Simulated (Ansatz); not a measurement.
# ScIn3: response to strain

ScIn3 is deformed so: equal xy, yz and zx engineering shear strains of -2 %. What stress and forces result, by LAPW, PAW and all-electron datasets made for the crystal?

Method: DFT PBEsol, scalar-relativistic, in Ansatz 0.2.0.

### 1 Starting point

Symmetry: Pm-3m, No. 221, cubic system. Conventional cell: a = 4.460 Å, b = 4.460 Å, c = 4.460 Å, α = 90.00°, β = 90.00°, γ = 90.00°. Sc (site symmetry m-3m) has 12 In at 3.15 Å in its first shell of neighbours. In (site symmetry 4/mmm) is surrounded by 8 In at 3.15 Å and 4 Sc at 3.15 Å.

Structure file:

```
Sc In
1.0
     4.46000    0.00000    0.00000
     0.00000    4.46000    0.00000
     0.00000    0.00000    4.46000
Sc In
1 3
Cartesian
  0.0000 0.0000 0.0000
  0.0000 2.2300 2.2300
  2.2300 0.0000 2.2300
  2.2300 2.2300 0.0000
```

Atoms are numbered in the order of the input: Sc1, In2, In3, In4.

### 2 After the deformation

Space group Pm-3m before, R-3m after.

### 3 Full-potential LAPW

Input file input.yaml:

```yaml
crystal:
  lattice:
    - [4.46, -0.0446, -0.0446]
    - [-0.0446, 4.46, -0.0446]
    - [-0.0446, -0.0446, 4.46]
  atoms:
    - { symbol: Sc, position: [0.0, 0.0, 0.0] }
    - { symbol: In, position: [0.0, 0.5, 0.5] }
    - { symbol: In, position: [0.5, 0.0, 0.5] }
    - { symbol: In, position: [0.5, 0.5, 0.0] }
kpoints:
  mp_grid: { grid: [8, 8, 8] }
  band_path:
    path:
      - [0.0, 0.0, 0.0]
      - [0.5, 0.0, 0.0]
      - [0.5, -0.5, 0.5]
      - [0.4804921086, -0.5195078914, 0.4804921086]
      - [0.4804921086, 0.4804921086, 0.4804921086]
      - [0.0, 0.0, 0.0]
      - [0.5, -0.5, 0.0]
    npoints: 5
scf:
  occupations: { method: fermi_dirac, width: 0.08 }
hamiltonian:
  xc: pbesol
  pseudopotentials: { kind: all_electron, lapw: { basis_error: 0.001 } }
output:
  forces: true
  stress: true
  eigenvalues: true
```

Command:

```sh
> ansatz run input.yaml --threads 1 --pin off --max-ram 4096MiB --backend cpu --events-out ev --progress --plain --runs-dir out
```

### 4 Frozen-core PAW

Input file input.yaml:

```yaml
crystal:
  lattice:
    - [4.46, -0.0446, -0.0446]
    - [-0.0446, 4.46, -0.0446]
    - [-0.0446, -0.0446, 4.46]
  atoms:
    - { symbol: Sc, position: [0.0, 0.0, 0.0] }
    - { symbol: In, position: [0.0, 0.5, 0.5] }
    - { symbol: In, position: [0.5, 0.0, 0.5] }
    - { symbol: In, position: [0.5, 0.5, 0.0] }
kpoints:
  mp_grid: { grid: [8, 8, 8] }
scf:
  occupations: { method: fermi_dirac, width: 0.08 }
hamiltonian:
  xc: pbesol
  pseudopotentials: { kind: paw }
output:
  forces: true
  stress: true
  eigenvalues: true
  efg: { contact_densities: true }
```

### 5 Datasets made for this crystal

input.yaml, as its differences from that of step 4:

```diff
@@ -16,3 +16,3 @@
   xc: pbesol
-  pseudopotentials: { kind: paw }
+  pseudopotentials: { kind: all_electron, datasets: crystal }
 output:
```

(Steps that only read results are left out.)

**Question.** What will these runs give? Wanted: pressure; largest shear or deviatoric stress.

**Answer**, as computed:

| quantity | value |
| --- | --- |
| pressure | LAPW -0.21, PAW -0.22, crystal datasets -0.21 GPa |
| largest shear or deviatoric stress (LAPW) | 0.59 GPa |

In words: The largest part of the stress beyond the pressure is 0.59 GPa in size; the atoms are carried along and not relaxed. No run of the undeformed cell stands beside it, so pressure and stress hold what the given cell had before the change, as far as its symmetry allows. PAW: stress within 0.02 GPa of LAPW. Crystal datasets: stress within 0.01 GPa of LAPW.
